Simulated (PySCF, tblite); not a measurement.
# C4H8BFSe: geometry, infrared bands and NMR shifts

Wanted: the infrared bands and NMR shifts of C4H8BFSe (`FB1CC[Se]CC1`), by calculation.

Programs: tblite 0.8.0 and PySCF 2.14.0, with density-fitted response routines of our own. Each step states its level of theory. These are calculated values for one molecule in the gas phase, unless marked as measured. Atoms are numbered from 0 throughout.

**1. The starting structure**

15 atoms, charge 0, multiplicity 1; geometry from: force field or distance geometry start.

Bonds of the start (Å): F0–B1 1.44, B1–C2 1.59, C2–C3 1.54, C3–Se4 1.97, Se4–C5 1.96, C5–C6 1.53, C6–B1 1.60, C2–H7 1.11, C2–H8 1.11, C3–H9 1.12, C3–H10 1.10, C5–H11 1.11, C5–H12 1.10, C6–H13 1.11, C6–H14 1.10.

**2. Relaxing the molecule with GFN2-xTB**

The job: settings as JSON, then the geometry in Å.

```
{"job": {"kind": "relax", "xc": "GFN2-xTB", "basis": "xTB"}, "charge": 0, "multiplicity": 1}
F     -0.087700    -1.501100    -2.135300
B     -0.010000    -0.986400    -0.794200
C     -1.316900    -0.735400     0.072300
C     -1.436800     0.746900     0.461400
Se     0.060500     1.279900     1.618100
C      1.377800     0.933700     0.203800
C      1.403300    -0.539900    -0.190000
H     -1.293800    -1.361800     0.984100
H     -2.206900    -1.021500    -0.535200
H     -2.381600     0.888800     1.043400
H     -1.475500     1.386100    -0.433900
H      2.379800     1.216200     0.595500
H      1.158200     1.571600    -0.668700
H      1.636200    -1.164400     0.703000
H      2.189000    -0.704800    -0.946100
```

Started as:

```sh
> OMP_NUM_THREADS=1 python probes_run.py task.json out
```

The driver reads the jobs from task.json and runs them one after another.

**Question.** This job is followed by: GFN2-xTB harmonic vibrations, gas phase; GIAO PBE0/pcSseg-1 NMR shielding, non-relativistic, gas phase. What will the session give for the following? strongest single infrared mode (GFN2-xTB); zero-point energy (GFN2-xTB); 13C shifts against TMS (PBE0/pcSseg-1, means over atoms taken as alike); 1H shifts against TMS (PBE0/pcSseg-1, means over atoms taken as alike); 19F shifts against CFCl3 (PBE0/pcSseg-1); 11B shifts against BF3·OEt2 (PBE0/pcSseg-1); 77Se shifts against Me2Se (PBE0/pcSseg-1).

The runs gave:

| quantity | value |
| --- | --- |
| strongest single infrared mode (GFN2-xTB) | 1219 cm⁻¹, 229 km/mol |
| zero-point energy (GFN2-xTB) | 72.1 kcal/mol |
| 13C shifts against TMS (PBE0/pcSseg-1, means over atoms taken as alike) | 33.0, 25.8 ppm |
| 1H shifts against TMS (PBE0/pcSseg-1, means over atoms taken as alike) | 2.78, 1.43 ppm |
| 19F shifts against CFCl3 (PBE0/pcSseg-1) | -11.3 ppm |
| 11B shifts against BF3·OEt2 (PBE0/pcSseg-1) | 58.4 ppm |
| 77Se shifts against Me2Se (PBE0/pcSseg-1) | 194 ppm |

What this shows: The optimisation took 59 steps and gained 0.362 eV; among the close pairs (by a distance rule), F0–B1 changed most, from 1.439 to 1.326 Å. No mode is imaginary among the 39: a minimum at this level. The strongest single mode, at 1219 cm⁻¹, has its largest shares on B1, H11, H9 and F0 (the list is cut at 4 atoms). Unscaled tight-binding wavenumbers are off by several per cent, some by more. Its intensities can rank the bands wrongly. At PBE0/pcSseg-1: The largest span, 661 ppm, is at Se4, where the paramagnetic term is -1434 ppm. Spin-orbit coupling is left out, which matters for shieldings and couplings at and beside the heavy atoms.
